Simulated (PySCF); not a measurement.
# C₇H₇Cl: excited states, first hyperpolarisability

Wanted: excited states, first hyperpolarisability for C₇H₇Cl (`Cc1cccc(Cl)c1`).

Computed with PySCF 2.14.0 and routines of our own; the level stands in each step. Atoms count from 0.

## 1. The system as given

15 atoms, charge 0, multiplicity 1; geometry from: GFN2-xTB.

## 2. Geometry optimisation at PBE0-D3(BJ)/def2-SVP

What the job is given:

```
{"job": {"xc": "PBE0", "basis": "def2-SVP", "d3": "d3bj", "grid": 2, "kind": "geom"}, "charge": 0, "multiplicity": 1}
C      2.232621     0.015218    -0.085772
C      0.735734    -0.020636    -0.044203
C      0.052248    -1.230558    -0.061259
C     -1.329429    -1.262310    -0.002363
C     -2.056257    -0.086961     0.073758
C     -1.373853     1.117710     0.094116
Cl    -2.263153     2.599776     0.193680
C      0.008104     1.159783     0.036427
H      2.625188    -0.843313    -0.625267
H      2.631990    -0.012184     0.928538
H      2.587153     0.925748    -0.562291
H      0.609010    -2.154282    -0.121692
H     -1.847620    -2.209507    -0.016020
H     -3.133583    -0.101613     0.116008
H      0.517434     2.111119     0.054429
```

On the command line:

```console
OMP_NUM_THREADS=1 python excited_run.py task.json out
```

This one command runs all jobs of the session in turn.

Standard output:

```text
step   0  E = -730.36486342  max force = 0.009211
step   1  E = -730.36620134  max force = 0.001811
step   2  E = -730.36621030  max force = 0.000518
step   3  E = -730.36621138  max force = 0.000710
step   4  E = -730.36621293  max force = 0.000248
optimisation converged
```

Run time: 51 s. Hardware: 1 thread of Arm Neoverse V1, shared host; peak memory 0.73 GiB.

Step by step:

```tsv
step	energy from step 0 (eV)	largest force component (eV/Å)
0	0.0000	0.4736
1	-0.0364	0.0931
2	-0.0367	0.0266
3	-0.0367	0.0365
4	-0.0367	0.0128
```

Distances of close pairs at the start and the end, largest changes first:

```tsv
bond	before (Å)	after (Å)	change (Å)
C3–H12	1.080	1.093	+0.013
C2–H11	1.080	1.093	+0.013
C7–H14	1.079	1.092	+0.013
C4–H13	1.078	1.091	+0.013
C0–H9	1.090	1.103	+0.012
C0–H10	1.087	1.099	+0.012
C0–H8	1.087	1.099	+0.012
C1–C2	1.390	1.400	+0.010
```

The next job starts from the end point, and lists it.

```tsv
at the end point	value
point group (found at 0.08 Å tolerance)	C1
rotational constants (GHz, main isotopes)	3.337, 1.191, 0.883
dipole moment (D)	1.87
```

## 3. Excited states: TDA wB97X-D/def2-TZVP

What the job is given:

```
{"job": {"kind": "states", "xc": "wB97X-D", "basis": "def2-TZVP", "tda": true, "soc": true, "nstates": 6, "ntriplets": 5, "nquad": 4}, "charge": 0, "multiplicity": 1}
C      1.948307     0.309435     0.060147
C      0.447914     0.271930     0.091587
C     -0.245233    -0.944154     0.072525
C     -1.636382    -0.974357     0.133930
C     -2.369093     0.207316     0.213353
C     -1.680133     1.418186     0.229005
Cl    -2.568048     2.905711     0.320131
C     -0.289049     1.458432     0.168190
H      2.360444    -0.554057    -0.481402
H      2.361859     0.283795     1.082185
H      2.319861     1.225978    -0.420102
H      0.314956    -1.880383     0.006304
H     -2.162105    -1.932064     0.116038
H     -3.458970     0.199830     0.258633
H      0.217600     2.425714     0.178897
```

Level: TDA wB97X-D/def2-TZVP excited states, vertical, gas phase, spin-orbit mean-field couplings.

Standard output:

```text
coarse grid: 13568 points
cycle   1  E = -731.1445392370  dE =  1.524e+00  |g| = 3.502e-01  |ddm| = 3.384e+00
cycle   2  E = -731.1600660255  dE = -1.553e-02  |g| = 3.067e-01  |ddm| = 1.013e+00
cycle   3  E = -731.1800516264  dE = -1.999e-02  |g| = 6.256e-02  |ddm| = 2.510e-01
cycle   4  E = -731.1810209310  dE = -9.693e-04  |g| = 2.811e-02  |ddm| = 1.246e-01
cycle   5  E = -731.1812225697  dE = -2.016e-04  |g| = 5.036e-03  |ddm| = 4.947e-02
cycle   6  E = -731.1812296900  dE = -7.120e-06  |g| = 2.052e-03  |ddm| = 2.062e-02
final grid: 127808 points
cycle   7  E = -731.1704766714  dE = -1.790e-04  |g| = 5.166e-03  |ddm| = 2.822e-01
cycle   8  E = -731.1704793509  dE = -2.680e-06  |g| = 4.152e-03  |ddm| = 2.351e-02
cycle   9  E = -731.1704831457  dE = -3.795e-06  |g| = 7.987e-04  |ddm| = 4.366e-03
cycle  10  E = -731.1704832769  dE = -1.312e-07  |g| = 4.481e-04  |ddm| = 1.903e-03
cycle  11  E = -731.1704833278  dE = -5.090e-08  |g| = 5.179e-05  |ddm| = 5.389e-04
cycle  12  E = -731.1704833289  dE = -1.125e-09  |g| = 2.537e-05  |ddm| = 2.559e-04
cycle  13  E = -731.1704833291  dE = -2.124e-10  |g| = 6.628e-06  |ddm| = 6.942e-05
converged SCF energy = -731.1704833291

Singlet excitations
state   eV       nm        f     d(h-e)  d(exc)  Lambda  PR(NTO)  |dmu|/D   mu/D   main configurations
  1   5.3047   233.7   0.00288   0.174   2.801   0.752   1.952    0.559    1.456   H->L 0.37, H-1->L+1 0.25, H->L+1 0.21
  2   6.1055   203.1   0.04147   0.297   2.876   0.759   1.913    0.911    1.154   H->L+1 0.38, H->L 0.25, H-1->L 0.23
  3   6.8001   182.3   0.00119   0.916   3.002   0.464   1.031    2.839    4.841   H->L+2 0.82
  4   7.1924   172.4   0.65675   0.554   2.980   0.743   2.091    1.391    0.854   H-1->L 0.46, H->L+1 0.28, H-1->L+1 0.11
  5   7.2116   171.9   0.96756   0.537   2.977   0.732   2.177                     H-1->L+1 0.46, H->L 0.28
  6   7.4456   166.5   0.00070   1.754   3.240   0.300   1.031                     H-2->L 0.66, H-2->L+1 0.24

Triplet excitations (Tamm-Dancoff)
state   eV     d(h-e)  d(exc)  Lambda  PR(NTO)   main configurations
  1   4.0524   0.086   2.536   0.753   1.943   H->L+1 0.36, H->L 0.24, H-1->L 0.20
  2   4.6202   0.138   2.757   0.734   1.363   H->L 0.63, H-1->L+1 0.21, H->L+1 0.14
  3   4.7061   0.088   2.719   0.765   1.874   H-1->L 0.57, H->L+1 0.34
  4   5.0844   0.148   2.726   0.771   1.373   H-1->L+1 0.60, H-1->L 0.20, H->L+1 0.12
  5   6.3065   0.788   2.817   0.454   1.019   H->L+2 0.72
S1 - T1 = 1.2523 eV

Spin-orbit couplings |<S|Hso|T>| (cm-1)
             T1       T2       T3       T4       T5
S0        0.123    0.977    0.888    1.206  159.380
S1        0.348    0.039    0.047    0.034    0.870
S2        0.059    0.183    0.053    0.418   16.121
S3       22.006   12.238    9.948    5.278    0.173
S4        1.861    1.606    1.434    1.058   10.308
S5        1.019    0.779    1.229    1.578   11.879
S6       65.099   47.334   23.249   18.919    1.820
T1 sublevels (cm-1): 0.000 0.148 0.155   radiative rates (1/s): 0.153 4.91 0.0119
```

Run time: 72 s. Hardware: 1 thread of Arm Neoverse V1, shared host; peak memory 1.1 GiB.

In short:

```tsv
quantity	value
S1 less T1	1.25 eV
```

## 4. Excited states: TDDFT CAM-B3LYP/aug-cc-pVDZ

Settings changed since step 3:

```diff
@@ -1,2 +1,2 @@
-{"job": {"kind": "states", "xc": "wB97X-D", "basis": "def2-TZVP", "tda": true, "soc": true, "nstates": 6, "ntriplets": 5, "nquad": 4}, "charge": 0, "multiplicity": 1}
+{"job": {"kind": "states", "xc": "CAM-B3LYP", "basis": "aug-cc-pVDZ", "tpa": true, "nstates": 8, "nquad": 6, "ntriplets": 0}, "charge": 0, "multiplicity": 1}
 C      1.948307     0.309435     0.060147
```

With the program's defaults for keys left out, this is: TDDFT CAM-B3LYP/aug-cc-pVDZ excited states, vertical, gas phase, two-photon moments by quadratic response.

Standard output:

```text
coarse grid: 13568 points
cycle   1  E = -730.9864370475  dE =  1.496e+00  |g| = 3.407e-01  |ddm| = 3.272e+01
cycle   2  E = -730.9955363334  dE = -9.099e-03  |g| = 3.303e-01  |ddm| = 4.778e+00
cycle   3  E = -731.0206559328  dE = -2.512e-02  |g| = 6.838e-02  |ddm| = 2.019e+00
cycle   4  E = -731.0217696379  dE = -1.114e-03  |g| = 3.121e-02  |ddm| = 4.972e-01
cycle   5  E = -731.0220297098  dE = -2.601e-04  |g| = 6.173e-03  |ddm| = 2.171e-01
cycle   6  E = -731.0220389917  dE = -9.282e-06  |g| = 1.194e-03  |ddm| = 4.253e-02
final grid: 127808 points
cycle   7  E = -731.0484630000  dE = -2.066e-05  |g| = 3.448e-03  |ddm| = 6.438e-01
cycle   8  E = -731.0484631806  dE = -1.806e-07  |g| = 3.463e-03  |ddm| = 6.174e-02
cycle   9  E = -731.0484663407  dE = -3.160e-06  |g| = 4.229e-04  |ddm| = 2.217e-02
cycle  10  E = -731.0484663803  dE = -3.968e-08  |g| = 2.032e-04  |ddm| = 2.980e-03
cycle  11  E = -731.0484663920  dE = -1.161e-08  |g| = 3.845e-05  |ddm| = 1.577e-03
cycle  12  E = -731.0484663924  dE = -4.557e-10  |g| = 1.180e-05  |ddm| = 3.403e-04
converged SCF energy = -731.0484663924

Singlet excitations
state   eV       nm        f     d(h-e)  d(exc)  Lambda  PR(NTO)  |dmu|/D   mu/D   delta(TPA)   sigma/GM   main configurations
  1   5.2166   237.7   0.00369   0.162   2.857   0.644   1.938    0.570    1.503        4.06      0.041   H->L+1 0.53, H-1->L+2 0.30
  2   5.8153   213.2   0.03962   0.292   2.997   0.735   1.907    0.949    1.188       45.43      0.563   H->L+2 0.57, H-1->L+1 0.27, H->L+1 0.09
  3   6.2106   199.6   0.00125   0.925   4.503   0.218   1.038    4.226    2.911        6.95      0.098   H->L 0.76
  4   6.5392   189.6   0.04541   0.374   4.181   0.291   1.707    1.784    0.656       29.31      0.459   H-1->L 0.53
  5   6.5606   189.0   0.31508   0.619   3.540   0.620   1.868    2.147    1.790       18.00      0.284   H-1->L+1 0.48, H->L+2 0.26, H-1->L 0.15
  6   6.6097   187.6   0.06788   0.575   4.082   0.295   1.616    2.156    4.094       19.65      0.315   H->L+7 0.18, H->L+8 0.17, H->L+3 0.14
  7   6.6427   186.6   0.65858   0.257   3.208   0.601   2.141                                            H-1->L+2 0.56, H->L+1 0.30
  8   6.8081   182.1   0.00134   0.505   5.004   0.206   1.313                                            H->L+4 0.46, H->L+3 0.22, H-1->L+3 0.09
```

Wall time 76 s (1 thread of Arm Neoverse V1, shared host); peak memory 1.1 GiB.

## 5. First hyperpolarisability: quadratic response CAM-B3LYP/aug-cc-pVDZ

Settings changed since step 4:

```diff
@@ -1,2 +1,2 @@
-{"job": {"kind": "states", "xc": "CAM-B3LYP", "basis": "aug-cc-pVDZ", "tpa": true, "nstates": 8, "nquad": 6, "ntriplets": 0}, "charge": 0, "multiplicity": 1}
+{"job": {"kind": "beta", "xc": "CAM-B3LYP", "basis": "aug-cc-pVDZ"}, "charge": 0, "multiplicity": 1}
 C      1.948307     0.309435     0.060147
```

Method: quadratic response CAM-B3LYP/aug-cc-pVDZ first hyperpolarisability, Taylor convention, gas phase.

Standard output:

```text
coarse grid: 13568 points
cycle   1  E = -730.9864370475  dE =  1.496e+00  |g| = 3.407e-01  |ddm| = 3.272e+01
cycle   2  E = -730.9955363334  dE = -9.099e-03  |g| = 3.303e-01  |ddm| = 4.778e+00
cycle   3  E = -731.0206559328  dE = -2.512e-02  |g| = 6.838e-02  |ddm| = 2.019e+00
cycle   4  E = -731.0217696379  dE = -1.114e-03  |g| = 3.121e-02  |ddm| = 4.972e-01
cycle   5  E = -731.0220297098  dE = -2.601e-04  |g| = 6.173e-03  |ddm| = 2.171e-01
cycle   6  E = -731.0220389917  dE = -9.282e-06  |g| = 1.194e-03  |ddm| = 4.253e-02
final grid: 127808 points
cycle   7  E = -731.0484630000  dE = -2.066e-05  |g| = 3.448e-03  |ddm| = 6.438e-01
cycle   8  E = -731.0484631806  dE = -1.806e-07  |g| = 3.463e-03  |ddm| = 6.174e-02
cycle   9  E = -731.0484663407  dE = -3.160e-06  |g| = 4.229e-04  |ddm| = 2.217e-02
cycle  10  E = -731.0484663803  dE = -3.968e-08  |g| = 2.032e-04  |ddm| = 2.980e-03
cycle  11  E = -731.0484663920  dE = -1.161e-08  |g| = 3.845e-05  |ddm| = 1.577e-03
cycle  12  E = -731.0484663924  dE = -4.557e-10  |g| = 1.180e-05  |ddm| = 3.403e-04
converged SCF energy = -731.0484663924

Lowest singlets (eV, f): 5.2166 0.0037  5.8153 0.0396  6.2106 0.0013

First hyperpolarisability (au)
process     nm      |vector|   parallel      HRS      DR
static         -      159.36     -79.11      67.37   4.675
shg       1907.0      169.43     -84.22      71.46   4.709
eope      1907.0      162.61     -80.76          -       -
shg       1064.0      195.75     -97.67      82.09   4.787
eope      1064.0      170.18     -84.61          -       -
```

It took 59 s on 1 thread of Arm Neoverse V1, shared host; peak memory 1 GiB.

## 6. Results

```
                                                   quantity                                                value
                                                point group                                                   C1
                       rotational constants (main isotopes)                                 3.34, 1.19, 0.88 GHz
                 S1 less T1 (step 3, TDA wB97X-D/def2-TZVP)                                              1.25 eV
β vector (step 5, quadratic response CAM-B3LYP/aug-cc-pVDZ)  static 159, SHG 1907.0 nm 169, SHG 1064.0 nm 196 au
```

Relaxing lowered the energy by 0.037 eV in 4 steps; the close pair that moved most is C3–H12, from 1.080 to 1.093 Å. In step 3, the number of triplets below S1 is 4, and the largest singlet-triplet spin-orbit coupling is S0–T5, 159.38 cm⁻¹. β grows from 159 au (static) to 196 au for doubling at 1064.0 nm: normal dispersion, which grows as twice the photon energy moves toward the bright states.
